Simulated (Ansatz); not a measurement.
Write a Python script for the Ansatz DFT code, driven from Python that makes a single point from an input written key by key of BFH4O2Si, SMILES BO[SiH](O)F. Level of theory: MP2, def2-SVP basis, multiplicity 1.

Input file `input.yaml`:
```yaml
crystal:
  periodic: [false, false, false]
  atoms:
    - { symbol: B, position_ang: [-0.0498, 1.0033, 1.5033] }
    - { symbol: O, position_ang: [0.7237, -0.035, 0.9528] }
    - { symbol: Si, position_ang: [0.0164, -0.4154, -0.5943] }
    - { symbol: O, position_ang: [0.9052, -1.7989, -1.2116] }
    - { symbol: F, position_ang: [0.2767, 0.8653, -1.6638] }
    - { symbol: H, position_ang: [0.197, 2.191, 1.2907] }
    - { symbol: H, position_ang: [-1.0005, 0.8004, 2.182] }
    - { symbol: H, position_ang: [-1.3518, -0.6824, -0.4546] }
    - { symbol: H, position_ang: [0.3715, -1.9747, -2.0217] }
basis:
  gaussian: { orbitals: def2-SVP }
correlation:
  method: mp2
output:
  forces: true
```

The script, `bfh4o2si.py`:
```python
"""Run BFH4O2Si from an input written out key by key."""

import ansatz as az
import numpy as np


def main() -> None:
    session = az.Session.from_deck("input.yaml")
    rep = session.plan(threads=1).execute().report

    for key in ("converged", "free_energy_ev", "reference_energy_ev", "n_frozen", "n_occupied", "n_virtual"):
        print(f"{key:22s} {rep[key]}")
    symbols = ["B", "O", "Si", "O", "F", "H", "H", "H", "H"]
    print("correlation energy", round(rep["free_energy_ev"] - rep["reference_energy_ev"], 5), "eV")
    cluster = rep["correlation"].get("coupled_cluster")
    if cluster:
        print("cycles", cluster["cycles"], " T1 diagnostic", round(cluster["t1_diagnostic"], 4), " largest double", round(cluster["largest_double"], 4))
    field = rep["mean_field"]
    print("<S^2> =", round(abs(field["state"]["spin_squared"]), 4), " all-electron relativity setting:", field["relativity"])
    print("passes:", field["passes"])
    if "symmetry" in field:
        print("occupied orbitals by irrep:", field["symmetry"]["occupied"])

    forces = np.array(rep["forces_ev_ang"])
    print("largest force", round(float(np.linalg.norm(forces, axis=1).max()), 4), "eV/A, rms", round(float(np.sqrt((forces ** 2).mean())), 4))
    charges = rep["charge_distribution"]
    dipole = np.array(charges["dipole_moment_e_ang"]) * 4.803205
    print("dipole (D): {:.3f} {:.3f} {:.3f}, length {:.3f}".format(*dipole, np.linalg.norm(dipole)))
    print("atom  Mulliken   Lowdin")
    for symbol, m, l in zip(symbols, charges["mulliken_charges_e"], charges["lowdin_charges_e"]):
        print(f"{symbol:4s} {m:9.3f} {l:8.3f}")


if __name__ == "__main__":
    main()
```

```console
$ python bfh4o2si.py
converged              True
free_energy_ev         -15393.100755024197
reference_energy_ev    -15372.887728102341
n_frozen               9
n_occupied             [15, 15]
n_virtual              [70, 70]
correlation energy -20.21303 eV
<S^2> = 0.0  all-electron relativity setting: none
passes: {'evaluations': 13, 'products': 39}
occupied orbitals by irrep: [{'A': 24}, {'A': 24}]
largest force 4.7542 eV/A, rms 1.3854
dipole (D): -2.319 -0.834 -0.761, length 2.579
atom  Mulliken   Lowdin
B        0.271   -0.138
O       -0.428    0.091
Si       1.119    0.383
O       -0.450   -0.040
F       -0.399   -0.096
H       -0.085   -0.055
H       -0.091   -0.062
H       -0.142   -0.085
H        0.205    0.002
```

Reading the output:
- Total energies depend on the basis set; only differences at equal settings carry meaning.
- The geometry is a force-field or estimated start, not a minimum of this method, and the basis set is short of its limit.
- The Löwdin charges here are taken after orthogonalising the functions within each atom; they differ from plain Löwdin charges, and their signs can be unphysical.
- Finished in 3.7 s on 1 thread of Arm Neoverse V1, on a shared host, peak memory 0.24 GiB.
